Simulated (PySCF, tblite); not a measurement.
# C₂H₆BN: geometry, infrared bands, NMR shifts and spin-spin couplings

Aim: predict the infrared bands, NMR shifts and spin-spin couplings of C₂H₆BN (`C#[N+][BH2-]C`).

Programs: tblite 0.8.0 and PySCF 2.14.0, with density-fitted response routines of our own. Each step states its level of theory. These are calculated values for one molecule in the gas phase, unless marked as measured. Atoms count from 0, in the outputs and in this text.

**1. Starting geometry**

10 atoms, charge 0, multiplicity 1; geometry from: force field or distance geometry start.

Bonds of the start (Å): C0–N1 1.17, N1–B2 1.47, B2–C3 1.60, C0–H4 1.05, B2–H5 1.19, B2–H6 1.20, C3–H7 1.10, C3–H8 1.11, C3–H9 1.12.

**2. Optimising the geometry with GFN2-xTB**

The job: settings as JSON, then the geometry in Å.

```
{"job": {"kind": "relax", "xc": "GFN2-xTB", "basis": "xTB"}, "charge": 0, "multiplicity": 1}
C      2.272300    -0.199300     0.106800
N      1.167900     0.193000     0.129600
B     -0.219400     0.680500     0.183700
C     -1.233600    -0.482800    -0.243400
H      3.260100    -0.550400     0.086000
H     -0.488700     1.055400     1.280900
H     -0.346200     1.600000    -0.580400
H     -2.270200    -0.109500    -0.197900
H     -0.998300    -0.839900    -1.263100
H     -1.135100    -1.342300     0.475300
```

Command:

```sh
OMP_NUM_THREADS=1 python probes_run.py task.json out
```

The driver reads the jobs from task.json and runs them one after another.

**Question.** This job is followed by: GFN2-xTB harmonic vibrations, gas phase; GIAO PBE0/pcSseg-1 NMR shielding, non-relativistic, gas phase; B3LYP/pcJ-1 indirect spin-spin coupling, non-relativistic, gas phase. Predict these results of the whole session: strongest single infrared mode (GFN2-xTB); zero-point energy (GFN2-xTB); ¹³C shifts against TMS (PBE0/pcSseg-1); ¹H shifts against TMS (PBE0/pcSseg-1, means over atoms taken as alike); ¹⁵N shifts against NH3 (PBE0/pcSseg-1); ¹¹B shifts against BF3·OEt2 (PBE0/pcSseg-1); largest coupling of the table (B3LYP/pcJ-1).

The runs gave:

| quantity | value |
| --- | --- |
| strongest single infrared mode (GFN2-xTB) | 2230 cm⁻¹, 313 km/mol |
| zero-point energy (GFN2-xTB) | 47.8 kcal/mol |
| ¹³C shifts against TMS (PBE0/pcSseg-1) | 107.5, 6.7 ppm |
| ¹H shifts against TMS (PBE0/pcSseg-1, means over atoms taken as alike) | 3.90, 2.11, 0.15 ppm |
| ¹⁵N shifts against NH3 (PBE0/pcSseg-1) | 249.9 ppm |
| ¹¹B shifts against BF3·OEt2 (PBE0/pcSseg-1) | -38.9 ppm |
| largest coupling of the table (B3LYP/pcJ-1) | ¹J(C,H) C0–H4, 319.0 Hz |

What this shows: Relaxing lowered the energy by 0.171 eV in 33 steps; the close pair that moved most is B2–C3, from 1.601 to 1.640 Å. No mode is imaginary among the 24: a minimum at this level. The strongest single mode, at 2230 cm⁻¹, moves mainly N1 and C0. Unscaled tight-binding wavenumbers are off by several per cent, some by more. Its intensities can rank the bands wrongly. At PBE0/pcSseg-1: The widest tensor belongs to N1: span 532 ppm, with a paramagnetic part of -308 ppm. In the run at B3LYP/pcJ-1, the largest coupling of the table is C0–H4, 319.0 Hz, of which the Fermi-contact term gives 320.4 Hz.
